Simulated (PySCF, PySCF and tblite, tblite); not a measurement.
# C₅H₁₀Si: a path driven as ring inversion, and NMR exchange

Aim: the barrier and rate of ring inversion in C₅H₁₀Si (`C=C1CC[SiH2]C1`), and what it does to NMR lines.

Programs: PySCF 2.14.0 with density-fitted response routines of our own, and tblite 0.8.0. All values are computed, except where a source is named. Atoms count from 0 throughout.

### 1 The molecule as given

16 atoms, charge 0, multiplicity 1; geometry from: force field or distance geometry start.

Bonds of the start (Å): C0–C1 1.36, C0–H6 1.08, C0–H7 1.09, C1–C2 1.50, C1–C5 1.53, C2–C3 1.54, C2–H8 1.09, C2–H9 1.10, C3–H10 1.10, C3–H11 1.08, C3–Si4 1.92, C5–H14 1.08, C5–H15 1.11, Si4–C5 1.92, Si4–H12 1.49, Si4–H13 1.49.

### 2 GFN2-xTB relaxation, start minimum

The job: settings as JSON, then the geometry in Å.

```
{"job": {"xc": "GFN2-xTB", "basis": "xTB", "kind": "relax"}, "charge": 0, "multiplicity": 1}
C      2.191800    -0.628900     0.161700
C      0.896900    -0.368800    -0.148900
C      0.437500     0.931400    -0.741000
C     -0.833400     1.387600     0.008200
Si    -1.773500    -0.232500     0.429200
C     -0.231700    -1.343600     0.173200
H      2.482000    -1.560600     0.618100
H      2.973500     0.100300    -0.041600
H      1.198300     1.714900    -0.701600
H      0.184200     0.764700    -1.798000
H     -0.558500     1.871000     0.953500
H     -1.443900     2.065800    -0.575300
H     -2.283100    -0.238500     1.829600
H     -2.809500    -0.524000    -0.600700
H     -0.403600    -2.004000    -0.670000
H     -0.034500    -1.925900     1.092300
```

Launch:

```console
> OMP_NUM_THREADS=1 python ens_run.py task.json out
```

One launch serves the whole session.

Log:

```text
step      E/eV     max force
  0    -476.04651    1.917
  1    -476.09274    1.602
  2    -476.12488    0.379
  3    -476.14296    0.416
  4    -476.15278    0.317
  5    -476.15640    0.151
  6    -476.16038    0.171
  7    -476.16402    0.273
  8    -476.16684    0.199
  9    -476.16788    0.064
 10    -476.16822    0.047
 11    -476.16845    0.040
 12    -476.16875    0.044
 13    -476.16902    0.039
 14    -476.16923    0.030
 15    -476.16941    0.037
 16    -476.16961    0.043
 17    -476.16981    0.034
 18    -476.16995    0.026
 19    -476.17004    0.028
 20    -476.17012    0.026
 21    -476.17023    0.024
 22    -476.17036    0.027
 23    -476.17048    0.027
 24    -476.17060    0.032
 25    -476.17072    0.033
 26    -476.17087    0.031
 27    -476.17106    0.052
 28    -476.17128    0.062
 29    -476.17154    0.054
 30    -476.17183    0.051
 31    -476.17210    0.047
 32    -476.17234    0.043
 33    -476.17258    0.045
 34    -476.17285    0.051
 35    -476.17316    0.048
 36    -476.17346    0.037
 37    -476.17372    0.049
 38    -476.17398    0.050
 39    -476.17427    0.047
 40    -476.17457    0.044
 41    -476.17479    0.036
 42    -476.17492    0.029
 43    -476.17500    0.027
 44    -476.17511    0.026
 45    -476.17526    0.033
 46    -476.17543    0.036
 47    -476.17555    0.028
 48    -476.17561    0.017
 49    -476.17564    0.016
 50    -476.17567    0.014
 51    -476.17570    0.015
 52    -476.17573    0.012
 53    -476.17576    0.013
 54    -476.17579    0.014
 55    -476.17583    0.020
 56    -476.17589    0.023
 57    -476.17594    0.017
 58    -476.17599    0.016
 59    -476.17604    0.018
 60    -476.17612    0.031
 61    -476.17622    0.037
 62    -476.17631    0.027
 63    -476.17638    0.017
 64    -476.17643    0.016
 65    -476.17649    0.026
 66    -476.17658    0.034
 67    -476.17668    0.030
 68    -476.17678    0.024
 69    -476.17684    0.016
 70    -476.17687    0.014
 71    -476.17690    0.012
 72    -476.17693    0.014
 73    -476.17695    0.012
 74    -476.17696    0.010
 75    -476.17698    0.008
 76    -476.17698    0.004
 77    -476.17698    0.004
 78    -476.17699    0.004
 79    -476.17699    0.004
 80    -476.17699    0.003
 81    -476.17699    0.002
```

Run time: 0.35 s. Hardware: 1 thread of Intel Xeon Platinum 8488C, shared host.

Relaxing gained 0.130 eV and moved the atoms by 0.14 Å on average (rms).

### 3 Relaxed scan, ring torsion 2 driven

The job: settings as JSON, then the geometry in Å.

```
{"job": {"xc": "GFN2-xTB", "basis": "xTB", "coordinate": [["t", [2, 3, 4, 5], 1.0]], "kind": "drive"}, "charge": 0, "multiplicity": 1}
C      2.135680    -0.585994     0.276534
C      0.893564    -0.370119    -0.119440
C      0.421956     0.899227    -0.768956
C     -0.826835     1.377960    -0.016039
Si    -1.741312    -0.223021     0.473316
C     -0.238390    -1.334401     0.087374
H      2.427593    -1.503584     0.760037
H      2.917211     0.139858     0.123970
H      1.206138     1.658060    -0.779321
H      0.152305     0.680600    -1.806937
H     -0.520598     1.927597     0.874961
H     -1.409171     2.066258    -0.626313
H     -2.131343    -0.251216     1.884526
H     -2.892163    -0.515988    -0.386880
H     -0.407427    -1.886698    -0.840010
H      0.005195    -2.069596     0.851767
```

Log:

```text
point  coordinate     E/eV
  0      7.200     -476.17140
  1      0.300     -476.15809
  2     -6.700     -476.14012
  3    -13.700     -476.11951
```

Wall time 0.49 s (1 thread of Intel Xeon Platinum 8488C, shared host).

The highest point is number 3, 1.2 kcal/mol above the first.

### 4 Relaxed scan, ring torsion 0 driven

The job: settings as JSON, then the geometry in Å.

```
{"job": {"xc": "GFN2-xTB", "basis": "xTB", "coordinate": [["t", [5, 1, 2, 3], 1.0]], "kind": "drive"}, "charge": 0, "multiplicity": 1}
C      2.135582    -0.584062     0.269539
C      0.892522    -0.369787    -0.124235
C      0.419336     0.898875    -0.773887
C     -0.828126     1.377690    -0.018914
Si    -1.741141    -0.223062     0.473493
C     -0.238575    -1.334493     0.085650
H      2.429423    -1.500789     0.753420
H      2.916002     0.142473     0.114383
H      1.203204     1.658042    -0.785822
H      0.148190     0.679581    -1.811334
H     -0.520009     1.928021     0.870993
H     -1.411978     2.065466    -0.628276
H     -2.127716    -0.249257     1.885831
H     -2.893923    -0.516189    -0.384156
H     -0.408473    -1.888009    -0.840895
H      0.006549    -2.068436     0.850810
```

Log:

```text
point  coordinate     E/eV
  0     34.700     -476.14904
  1     21.100     -476.09685
  2      7.100     -476.05949
  3     -7.100     -476.06467
  4    -21.000     -476.10634
  5    -34.600     -476.15048
  6    -48.000     -476.17643
```

It took 1.1 s on 1 thread of Intel Xeon Platinum 8488C, shared host.

The highest point is number 2, 2.1 kcal/mol above the first.

### 5 Nudged elastic band, leg 1

The job: settings as JSON, then the geometry in Å.

```
{"job": {"xc": "GFN2-xTB", "basis": "xTB", "kind": "neb"}, "charge": 0, "multiplicity": 1}
C      2.135680    -0.585994     0.276534
C      0.893564    -0.370119    -0.119440
C      0.421956     0.899227    -0.768956
C     -0.826835     1.377960    -0.016039
Si    -1.741312    -0.223021     0.473316
C     -0.238390    -1.334401     0.087374
H      2.427593    -1.503584     0.760037
H      2.917211     0.139858     0.123970
H      1.206138     1.658060    -0.779321
H      0.152305     0.680600    -1.806937
H     -0.520598     1.927597     0.874961
H     -1.409171     2.066258    -0.626313
H     -2.131343    -0.251216     1.884526
H     -2.892163    -0.515988    -0.386880
H     -0.407427    -1.886698    -0.840010
H      0.005195    -2.069596     0.851767
```

Log:

```text
image   E - E0 / eV
  0       0.0000
  1       0.0459
  2       0.0002
  3       0.0733
  4       0.1160
  5       0.0357
  6       0.0000
```

Wall time 1.1 s (1 thread of Intel Xeon Platinum 8488C, shared host).

The highest point is number 4, 2.7 kcal/mol above the first.

### 6 Saddle search, leg 1

The job: settings as JSON, then the geometry in Å.

```
{"job": {"xc": "GFN2-xTB", "basis": "xTB", "kind": "saddle"}, "charge": 0, "multiplicity": 1}
C      2.142369    -0.809349    -0.245756
C      0.903415    -0.370292    -0.089058
C      0.539491     1.074763    -0.337979
C     -0.967605     1.349594    -0.217679
Si    -1.793215    -0.223222     0.467662
C     -0.216131    -1.276026     0.354820
H      2.410568    -1.835391    -0.057804
H      2.940138    -0.159777    -0.566089
H      1.088317     1.691097     0.379302
H      0.896777     1.359158    -1.330652
H     -1.143225     2.212721     0.422987
H     -1.377636     1.609786    -1.193264
H     -2.268474    -0.070135     1.845813
H     -2.882745    -0.715655    -0.380227
H     -0.317200    -2.095981    -0.358526
H      0.045158    -1.741290     1.306450
```

Log:

```text
step      E/eV     max force
  0    -476.06098   0.0290
  1    -476.05884   0.0851
  2    -476.05961   0.0192
  3    -476.05900   0.0376
  4    -476.05969   0.0523
  5    -476.06181   0.0497
  6    -476.06590   0.0384
  7    -476.07126   0.0964
  8    -476.06820   0.0175
  9    -476.07146   0.0342
 10    -476.07485   0.0354
 11    -476.07831   0.0237
 12    -476.08275   0.0554
 13    -476.08019   0.0147
 14    -476.08272   0.0222
 15    -476.08510   0.0224
 16    -476.08729   0.0153
 17    -476.08982   0.0313
 18    -476.09170   0.0306
 19    -476.09272   0.0543
 20    -476.09290   0.0137
 21    -476.09293   0.0010
lowest wavenumbers (cm-1): -71.5 97.2 348.1 370.0 415.7 488.7
```

Run time: 4.1 s. Hardware: 1 thread of Intel Xeon Platinum 8488C, shared host.

Point group C1; 1 imaginary mode, 72i cm⁻¹, carried by C2, C0, H8, H9. Steps downhill from it reached both ends.

### 7 Shieldings, start: PBE0/pcSseg-1

The job: settings as JSON, then the geometry in Å.

```
{"job": {"kind": "nmr", "xc": "PBE0", "basis": "pcSseg-1", "pop": false}, "charge": 0, "multiplicity": 1}
C      2.135680    -0.585994     0.276534
C      0.893564    -0.370119    -0.119440
C      0.421956     0.899227    -0.768956
C     -0.826835     1.377960    -0.016039
Si    -1.741312    -0.223021     0.473316
C     -0.238390    -1.334401     0.087374
H      2.427593    -1.503584     0.760037
H      2.917211     0.139858     0.123970
H      1.206138     1.658060    -0.779321
H      0.152305     0.680600    -1.806937
H     -0.520598     1.927597     0.874961
H     -1.409171     2.066258    -0.626313
H     -2.131343    -0.251216     1.884526
H     -2.892163    -0.515988    -0.386880
H     -0.407427    -1.886698    -0.840010
H      0.005195    -2.069596     0.851767
```

Log:

```text
coarse grid: 13256 points
cycle   1  E = -485.5360039686  dE =  5.991e-01  |g| = 4.380e-01  |ddm| = 3.559e+00
cycle   2  E = -485.5209754355  dE =  1.503e-02  |g| = 4.986e-01  |ddm| = 8.850e-01
cycle   3  E = -485.5882025698  dE = -6.723e-02  |g| = 4.612e-02  |ddm| = 5.253e-01
cycle   4  E = -485.5884612872  dE = -2.587e-04  |g| = 3.342e-02  |ddm| = 7.194e-02
cycle   5  E = -485.5887342512  dE = -2.730e-04  |g| = 6.690e-03  |ddm| = 3.213e-02
cycle   6  E = -485.5887452369  dE = -1.099e-05  |g| = 1.542e-03  |ddm| = 6.986e-03
cycle   7  E = -485.5887458498  dE = -6.129e-07  |g| = 2.195e-04  |ddm| = 1.766e-03
final grid: 121688 points
cycle   8  E = -485.6250129106  dE = -3.090e-05  |g| = 7.782e-03  |ddm| = 2.906e-02
cycle   9  E = -485.6250026990  dE =  1.021e-05  |g| = 9.954e-03  |ddm| = 1.686e-02
cycle  10  E = -485.6250287793  dE = -2.608e-05  |g| = 1.450e-03  |ddm| = 1.022e-02
cycle  11  E = -485.6250292862  dE = -5.069e-07  |g| = 2.656e-04  |ddm| = 1.345e-03
cycle  12  E = -485.6250293037  dE = -1.749e-08  |g| = 5.292e-05  |ddm| = 2.714e-04
cycle  13  E = -485.6250293043  dE = -5.580e-10  |g| = 2.123e-05  |ddm| = 6.686e-05
converged SCF energy = -485.6250293043

GIAO shielding tensors (ppm)
atom      isotropic    diamagn.    paramagn.     s11        s22        s33       span
  0 C       73.211     251.074    -177.863    -27.104     98.016    148.719    175.823
  1 C       26.499     263.459    -236.960    -90.364     31.114    138.748    229.112
  2 C      147.623     246.743     -99.120    125.677    146.344    170.849     45.172
  3 C      176.494     251.852     -75.358    160.101    172.375    197.005     36.904
  4 Si     384.627     879.325    -494.699    342.014    382.159    429.707     87.693
  5 C      168.014     250.691     -82.676    150.656    156.116    197.271     46.616
  6 H       26.651      30.912      -4.261     23.611     24.822     31.519      7.907
  7 H       26.510      31.052      -4.542     23.444     24.779     31.306      7.861
  8 H       29.154      31.746      -2.592     24.573     27.988     34.900     10.327
  9 H       29.531      30.785      -1.255     25.703     27.582     35.308      9.605
 10 H       30.802      30.940      -0.138     25.962     28.430     38.014     12.052
 11 H       30.651      29.801       0.851     25.913     27.718     38.323     12.410
 12 H       27.526      28.659      -1.133     24.270     24.963     33.346      9.076
 13 H       27.459      28.612      -1.153     24.198     24.954     33.224      9.026
 14 H       29.922      30.093      -0.171     25.570     27.385     36.810     11.240
 15 H       29.961      31.315      -1.354     25.698     28.409     35.776     10.078
```

Run time: 13 s. Hardware: 1 thread of Intel Xeon Platinum 8488C, shared host; peak memory 0.75 GiB.

In short: HOMO -7.03 eV, LUMO 0.30 eV; dipole 0.34 D.

### 8 Shieldings, saddle of leg 1: PBE0/pcSseg-1

The job: settings as JSON, then the geometry in Å.

```
{"job": {"kind": "nmr", "xc": "PBE0", "basis": "pcSseg-1", "pop": false}, "charge": 0, "multiplicity": 1}
C      2.144117    -0.748735     0.107179
C      0.890856    -0.375313    -0.094403
C      0.518470     1.049025    -0.438321
C     -0.993875     1.292531    -0.311427
Si    -1.692676    -0.194469     0.650848
C     -0.276678    -1.306871     0.040542
H      2.402527    -1.762696     0.362348
H      2.965845    -0.057437     0.015168
H      1.062795     1.717633     0.232386
H      0.858944     1.276751    -1.452425
H     -1.188741     2.255601     0.156460
H     -1.448697     1.336410    -1.301949
H     -1.665104    -0.002147     2.103670
H     -3.022037    -0.617744     0.206728
H     -0.530168    -1.704218    -0.945994
H     -0.025578    -2.158320     0.669191
```

Log:

```text
coarse grid: 13256 points
cycle   1  E = -485.5300606469  dE =  5.947e-01  |g| = 4.438e-01  |ddm| = 3.576e+00
cycle   2  E = -485.5151064801  dE =  1.495e-02  |g| = 5.031e-01  |ddm| = 9.012e-01
cycle   3  E = -485.5838193672  dE = -6.871e-02  |g| = 3.976e-02  |ddm| = 5.334e-01
cycle   4  E = -485.5840000899  dE = -1.807e-04  |g| = 2.992e-02  |ddm| = 6.995e-02
cycle   5  E = -485.5842152800  dE = -2.152e-04  |g| = 7.382e-03  |ddm| = 3.107e-02
cycle   6  E = -485.5842285753  dE = -1.330e-05  |g| = 1.650e-03  |ddm| = 7.034e-03
cycle   7  E = -485.5842292697  dE = -6.944e-07  |g| = 1.992e-04  |ddm| = 1.895e-03
final grid: 121688 points
cycle   8  E = -485.6208910713  dE = -3.113e-05  |g| = 7.626e-03  |ddm| = 3.121e-02
cycle   9  E = -485.6208819896  dE =  9.082e-06  |g| = 9.606e-03  |ddm| = 1.708e-02
cycle  10  E = -485.6209064474  dE = -2.446e-05  |g| = 1.391e-03  |ddm| = 1.035e-02
cycle  11  E = -485.6209069093  dE = -4.619e-07  |g| = 2.863e-04  |ddm| = 1.369e-03
cycle  12  E = -485.6209069298  dE = -2.049e-08  |g| = 5.142e-05  |ddm| = 2.698e-04
cycle  13  E = -485.6209069303  dE = -4.933e-10  |g| = 2.204e-05  |ddm| = 6.157e-05
converged SCF energy = -485.6209069303

GIAO shielding tensors (ppm)
atom      isotropic    diamagn.    paramagn.     s11        s22        s33       span
  0 C       72.095     250.732    -178.638    -35.713     99.550    152.447    188.160
  1 C       27.240     262.144    -234.904    -88.636     38.037    132.318    220.954
  2 C      154.239     246.218     -91.980    127.617    158.291    176.808     49.190
  3 C      178.508     251.784     -73.276    155.970    179.961    199.592     43.622
  4 Si     380.982     879.364    -498.382    331.771    385.663    425.512     93.741
  5 C      163.914     250.285     -86.370    144.052    157.410    190.281     46.229
  6 H       26.311      30.909      -4.598     23.111     24.640     31.182      8.071
  7 H       26.558      30.950      -4.392     23.430     24.804     31.441      8.011
  8 H       29.082      31.280      -2.198     23.503     29.181     34.561     11.058
  9 H       28.777      30.515      -1.738     23.141     28.395     34.794     11.654
 10 H       30.610      29.744       0.867     25.431     28.116     38.284     12.853
 11 H       30.591      30.429       0.163     25.531     28.226     38.017     12.486
 12 H       27.636      28.779      -1.143     24.502     25.079     33.326      8.824
 13 H       27.337      28.637      -1.300     24.196     24.589     33.226      9.030
 14 H       29.790      30.309      -0.520     25.576     27.411     36.382     10.806
 15 H       29.843      31.106      -1.263     25.653     28.320     35.556      9.902
```

Run time: 12 s. Hardware: 1 thread of Intel Xeon Platinum 8488C, shared host; peak memory 0.82 GiB.

Key values: HOMO -6.83 eV, LUMO 0.18 eV; dipole 0.52 D.

### 9 Barriers, rates and exchange

The job: settings as JSON, then the geometry in Å.

```
{"job": {"smiles": "C=C1CC[SiH2]C1", "charge": 0, "mult": 1, "motion": "ring", "what": "5-membered ring", "atoms": [1, 2, 3, 4, 5], "ring": [1, 2, 3, 4, 5], "study": "path", "level": {"kind": "nmr", "xc": "PBE0", "basis": "pcSseg-1"}, "fields": [90, 100, 900], "first": 2, "seed": 59, "kind": "path"}, "charge": 0, "multiplicity": 1}
C      2.135680    -0.585994     0.276534
C      0.893564    -0.370119    -0.119440
C      0.421956     0.899227    -0.768956
C     -0.826835     1.377960    -0.016039
Si    -1.741312    -0.223021     0.473316
C     -0.238390    -1.334401     0.087374
H      2.427593    -1.503584     0.760037
H      2.917211     0.139858     0.123970
H      1.206138     1.658060    -0.779321
H      0.152305     0.680600    -1.806937
H     -0.520598     1.927597     0.874961
H     -1.409171     2.066258    -0.626313
H     -2.131343    -0.251216     1.884526
H     -2.892163    -0.515988    -0.386880
H     -0.407427    -1.886698    -0.840010
H      0.005195    -2.069596     0.851767
```

Log:

```text
stationary points (kcal/mol above the start)
  n  kind          group   xTB      DFT    lowest mode
  0  minimum      C1       0.00     0.00      78.6
  1  saddle       C1       1.94     2.63     -71.5
  2  minimum      C1       0.00     0.00      78.1

GFN2-xTB energies: T/K, barrier G, reaction G (kcal/mol), k forward, k back (1/s)
 150.00     1.80    -0.00   1.51e+10    1.5e+10
 200.00     1.88    -0.00    7.4e+10   7.34e+10
 250.00     1.98    -0.00   1.95e+11   1.94e+11
 298.15     2.08    -0.00    3.7e+11   3.68e+11
 350.00     2.21    -0.00   6.09e+11   6.06e+11
 400.00     2.34    -0.00   8.76e+11   8.72e+11
 500.00     2.63    -0.00   1.47e+12   1.47e+12

PBE0/pcSseg-1 + D3(BJ) energies: T/K, barrier G, reaction G (kcal/mol), k forward, k back (1/s)
 150.00     2.49    -0.00   1.48e+09   1.46e+09
 200.00     2.57    -0.00   1.29e+10   1.28e+10
 250.00     2.67    -0.00   4.84e+10    4.8e+10
 298.15     2.78    -0.00   1.15e+11   1.14e+11
 350.00     2.90    -0.00   2.25e+11   2.23e+11
 400.00     3.04    -0.00   3.66e+11   3.64e+11
 500.00     3.33    -0.00   7.32e+11   7.29e+11
```

Run time: 35 s. Hardware: 1 thread of Intel Xeon Platinum 8488C, shared host; peak memory 0.82 GiB. This counts the whole study up to here.

Barriers by level (kcal/mol; entropies in cal/(mol K)). Zero-point and thermal terms come from xTB in every row. ΔG‡ leaves symmetry out; the rate counts equivalent paths (a factor of 2); effective ΔG‡, where given, is the barrier that would give that rate by Eyring's equation alone:

```tsv
level	ΔE‡	with zero-point	ΔH‡	ΔS‡	ΔG‡ (298 K)	ΔE of reaction	k at 298 K (1/s)	effective ΔG‡
GFN2-xTB	1.94	1.68	1.27	-2.7	2.08	0.00	3.7e+11	1.67
PBE0/pcSseg-1 + D3(BJ)	2.63	2.37	1.96	-2.7	2.78	0.00	1.2e+11	2.37
```

Sites that the driver pairs across this motion, and where their lines would merge (no couplings; faster rotations or exchange between molecules can average them sooner):

```tsv
nucleus	sites: shielding (ppm)	proton frequency (MHz)	spread (Hz)	coalescence (K)	lines at 298 K
1H	H8: 29.15; H9: 29.53	90	34	50	1
1H	H8: 29.15; H9: 29.53	100	38	50	1
1H	H8: 29.15; H9: 29.53	900	339	55	1
1H	H10: 30.80; H11: 30.65	90	14	48	1
1H	H10: 30.80; H11: 30.65	100	15	48	1
1H	H10: 30.80; H11: 30.65	900	136	53	1
1H	H12: 27.53; H13: 27.46	90	6	47	1
1H	H12: 27.53; H13: 27.46	100	7	47	1
1H	H12: 27.53; H13: 27.46	900	61	51	1
1H	H14: 29.92; H15: 29.96	90	4	46	1
1H	H14: 29.92; H15: 29.96	100	4	46	1
1H	H14: 29.92; H15: 29.96	900	35	50	1
```

### 10 What came out

| quantity | value |
| --- | --- |
| barrier (PBE0/pcSseg-1 + D3(BJ)) | ΔE‡ 2.6, ΔG‡(298 K) 2.8 kcal/mol |
| barrier (GFN2-xTB) | ΔE‡ 1.9 kcal/mol |
| rate at 298 K | 1.2e+11 s⁻¹ |
| end of the path | the start, renumbered or mirrored |
| coalescence of 1H H8 | 55 K at 900 MHz |

DFT puts the top 2.6 kcal/mol above the start (xTB: 1.9); the rate from the DFT barrier is 1.2e+11 s⁻¹ at 298 K. An error of 1.4 kcal/mol changes that rate tenfold. The 1H lines of H8 and its partners, 339 Hz apart at 900 MHz, merge at 55 K, so by this path alone the exchange at 298 K is fast for them; other paths were not followed.
